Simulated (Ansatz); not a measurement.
# C3H12BN: how energies converge with the basis set

How large a basis does C3H12BN need? Two functionals are run in growing sets.

The runs use Ansatz 0.2.0, Gaussian basis; one geometry, several basis sets.

Plan: PBE0-D4/def2-SVP; ωB97M-V/def2-SVP; PBE0-D4/def2-QZVPP; ωB97M-V/def2-QZVPP; the functionals' def2-TZVPP values are taken from earlier runs.

### 1 The geometry

All runs share one geometry, relaxed beforehand with PBE0-D4 in a triple-zeta def2 set.

17 atoms, charge 0, spin multiplicity 1.

Atoms are counted from 1 here; the program's logs count them from 0.

Bond lengths: C1–B2 1.616 Å, C1–H6 1.099 Å, C1–H7 1.095 Å, C1–H8 1.099 Å, B2–C3 1.616 Å, B2–C4 1.616 Å, B2–N5 1.672 Å, C3–H9 1.099 Å, C3–H10 1.099 Å, C3–H11 1.095 Å, C4–H12 1.099 Å, C4–H13 1.095 Å, C4–H14 1.099 Å, N5–H15 1.016 Å, N5–H16 1.016 Å, N5–H17 1.016 Å. Angles: B2–C1–H6 113.5°, B2–C1–H7 110.0°, B2–C1–H8 113.5°, H6–C1–H7 106.0°, H6–C1–H8 107.2°, H7–C1–H8 106.0°, C1–B2–C3 113.9°, C1–B2–C4 113.9°, C1–B2–N5 104.6°, C3–B2–C4 113.9°, C3–B2–N5 104.6°, C4–B2–N5 104.6°, B2–C3–H9 113.5°, B2–C3–H10 113.5°, B2–C3–H11 110.0°, H9–C3–H10 107.2°, H9–C3–H11 106.0°, H10–C3–H11 106.0° and more.

### 2 PBE0-D4 in def2-SVP

Contents of in.yaml:

```yaml
crystal:
  periodic: [false, false, false]
  atoms:
    - {symbol: C, position_ang: [-0.656532, 0.249543, -1.485578]}
    - {symbol: B, position_ang: [0.064301, -0.037220, -0.067941]}
    - {symbol: C, position_ang: [1.424934, 0.805249, 0.156666]}
    - {symbol: C, position_ang: [0.199303, -1.606860, 0.291955]}
    - {symbol: N, position_ang: [-0.997911, 0.566561, 1.074086]}
    - {symbol: H, position_ang: [-0.824765, 1.316898, -1.683751]}
    - {symbol: H, position_ang: [-0.028782, -0.114651, -2.305412]}
    - {symbol: H, position_ang: [-1.624210, -0.258617, -1.595951]}
    - {symbol: H, position_ang: [1.862281, 0.673225, 1.155716]}
    - {symbol: H, position_ang: [1.303709, 1.884962, -0.005641]}
    - {symbol: H, position_ang: [2.190451, 0.476982, -0.554010]}
    - {symbol: H, position_ang: [0.610422, -1.793068, 1.293505]}
    - {symbol: H, position_ang: [0.882645, -2.094905, -0.410679]}
    - {symbol: H, position_ang: [-0.749813, -2.155644, 0.222360]}
    - {symbol: H, position_ang: [-1.149537, 1.560546, 0.931159]}
    - {symbol: H, position_ang: [-1.895242, 0.094946, 1.012412]}
    - {symbol: H, position_ang: [-0.630254, 0.431451, 2.011103]}
basis:
  gaussian: {orbitals: def2-SVP}
hamiltonian: {xc: pbe0, dispersion: d4}
output: {orbitals: {seedname: orbitals}}
```

The run is started by

```
ansatz run in.yaml --threads 4 --pin off --events-out ev --progress --plain --max-ram 11315MiB
```

After this run come: ωB97M-V in def2-SVP; PBE0-D4 in def2-QZVPP; ωB97M-V in def2-QZVPP.

**Question.** What will the summary of the whole plan be? Wanted: PBE0-D4: double and triple zeta above quadruple; ωB97M-V: double and triple zeta above quadruple.

**Answer**, as computed:

| quantity | value |
| --- | --- |
| PBE0-D4: double and triple zeta above quadruple | 6.39, 0.33 eV |
| ωB97M-V: double and triple zeta above quadruple | 6.78, 0.32 eV |

PBE0-D4 gains 6.06 eV from double to triple zeta, then 0.33 eV more. These are total energies; as a rule much of such shifts cancels in differences, which this series doesn't test. The LUMO of ωB97M-V is positive and keeps falling with the basis (2.27 to 0.96 eV): an unbound level that the basis holds in place.
